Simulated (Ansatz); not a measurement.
# YCo5: the cost of one run

Program: Ansatz 0.2.0. Level of theory: DFT LDA, scalar-relativistic, plane waves, PAW. These are calculated values, not measurements.

### 1 The starting structure

It takes space group P6/mmm (No. 191, hexagonal). Conventional cell: a = 4.770 Å, b = 4.770 Å, c = 3.857 Å, α = 90.00°, β = 90.00°, γ = 120.00°. Around Y (site symmetry 6/mmm) lie 18 Co at 2.75 to 3.07 Å. Co (site symmetry -6m2) has 6 Co at 2.37 Å as nearest neighbours. Co (site symmetry mmm) has 8 Co at 2.37 to 2.39 Å as nearest neighbours.

As a file:

```
Y Co
1.0
     4.77040    0.00000    0.00000
    -2.38520    4.13129    0.00000
     0.00000    0.00000    3.85717
Y Co
1 5
Direct
  0.00000 0.00000 0.00000
  0.33333 0.66667 0.00000
  0.66667 0.33333 0.00000
  0.50000 0.00000 0.50000
  0.50000 0.50000 0.50000
  0.00000 0.50000 0.50000
```

This cell comes from an earlier session at LDA: 12.669 Å³/atom at 0.00 GPa, on a 10×10×10 mesh.

### 2 Field gradients and densities at the nuclei

File input.yaml:

```yaml
crystal:
  lattice:
    - [4.7704014481, 0.0, 0.0]
    - [-2.3852007241, 4.1312888403, 0.0]
    - [0.0, 0.0, 3.8571650866]
  atoms:
    - { symbol: "Y", position: [0.0, 0.0, 0.0] }
    - { symbol: Co, position: [0.3333333333, 0.6666666667, 0.0], spin: 1.54 }
    - { symbol: Co, position: [0.6666666667, 0.3333333333, 0.0], spin: 1.54 }
    - { symbol: Co, position: [0.5, 0.0, 0.5], spin: 1.55 }
    - { symbol: Co, position: [0.5, 0.5, 0.5], spin: 1.55 }
    - { symbol: Co, position: [0.0, 0.5, 0.5], spin: 1.55 }
basis:
  ecutwfc: 420
  ecutrho_ratio: 4
kpoints:
  mp_grid: { grid: [10, 10, 10] }
hamiltonian:
  xc: lda
scf:
  occupations: { method: gaussian, width: 0.05 }
  lower_state_search: "off"
output:
  forces: true
  stress: true
  eigenvalues: true
  populations: true
  efg: { contact_densities: true, quadrupole_moments_barn: { Co: 0.42 } }
magnetization:
  spin_polarized: true
checkpoint:
  read: start.run
  write: ck
  compress: false
  write_wavefunctions: false
  write_every: 100000
```

The run starts from a saved state of the same cell, the folder start.run.

Command:

```console
$ ansatz run input.yaml --threads 2 --pin off --max-ram 5120MiB --backend cpu --events-out ev --progress --plain --runs-dir out
```

Q: Estimate wall time and peak memory on 2 threads of Intel Xeon Platinum 8259CL at 2.50GHz (Skylake/Cascade Lake), shared host.

About 24 s, with a peak of 0.89 GiB.
